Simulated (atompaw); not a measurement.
# Pseudopotential generation for technetium: PAW (atompaw), PBEsol

Do these settings give a usable potential? It is generated, then checked for scattering, ghosts and hardness.

Program: atompaw 4.2.0.5. Reference atom: PBEsol, scalar-relativistic, spherical and spin-unpolarised. All values are calculated.

### 1 The design

Typed settings, in words:

```
element                 : technetium (Tc, Z = 43)
type                    : PAW
frozen core             : [Ar] 3d10
valence charge          : 15
reference configuration : 4s2 4p6 4d5 5s2 5p0
partial waves           : 4s (bound): rc 1.40 bohr; 5s (bound): rc 1.85 bohr; 4p (bound): rc 1.80 bohr; 5p (bound, empty): rc 1.90 bohr; 4d (bound): rc 1.45 bohr; 4d channel at 0.8 Ry: rc 1.45 bohr
local potential         : bessel scheme, radius 1.85 bohr
core correction         : smooth core density matched at 1.80 bohr
augmentation charge     : besselshape compensation charge, radius 1.75 bohr; PAW radius 1.90 bohr; waves and projectors: custom rrkj gramschmidtortho
```

The outer shells as boxes (Hund's rule for the drawing; the calculation is spin-unpolarised):

```
[Ar] core
3d [↑↓][↑↓][↑↓][↑↓][↑↓]
4s [↑↓]
4p [↑↓][↑↓][↑↓]
4d [↑ ][↑ ][↑ ][↑ ][↑ ]
5s [↑↓]
5p [  ][  ][  ]
```

### 2 The generation run

Contents of Tc.input:

```
Tc 43
GGA-PBESOL scalarrelativistic loggrid 1500 logderivrange -7 5 301
5 5 4 0 0 0
5 1 0
4 2 5
0 0 0
c
c
c
v
v
c
c
v
v
c
v
2
1.90 1.75 1.85 1.80
n
n
y
0.8
n
custom rrkj gramschmidtortho besselshape
bessel
1.40
1.85
1.80
1.90
1.45
1.45
PWSCFOUT
UPFDX 0.0125d0 UPFXMIN -7.d0 UPFZMESH 43.d0
END
```

Started as:

```
$ atompaw < Tc.input > Tc.log
```

Q: Predict the outcome of this session. Wanted: cutoffs for 10 and 1 mRy, occupied levels; bound ghosts; largest phase difference near zero energy, channels read; lowest eigenvalue of the overlap; share of valence orbitals outside the PAW sphere; UPF file.

**Answer**, as computed:

| quantity | value |
| --- | --- |
| cutoffs for 10 and 1 mRy, occupied levels | 50 Ry and 80 Ry |
| bound ghosts | none found |
| largest phase difference near zero energy, channels read | 0.001 rad |
| lowest eigenvalue of the overlap (Bessel basis) | 0.079 (s) |
| share of valence orbitals outside the PAW sphere | 4s 2 %, 5s 91 %, 4p 6 %, 5p 97 %, 4d 33 % |
| UPF file | written |

In words: By its cutoff, 50 Ry for the looser tolerance, it is of middling hardness. The slowest occupied level is 4d: taken alone it needs 50 Ry to come within 1 mRy, against 30 Ry for 5s. No bound ghost shows below the valence levels. Near zero energy the phases of the channels with partial waves agree within 0.001 rad. All of this concerns the isolated atom, not yet a solid.
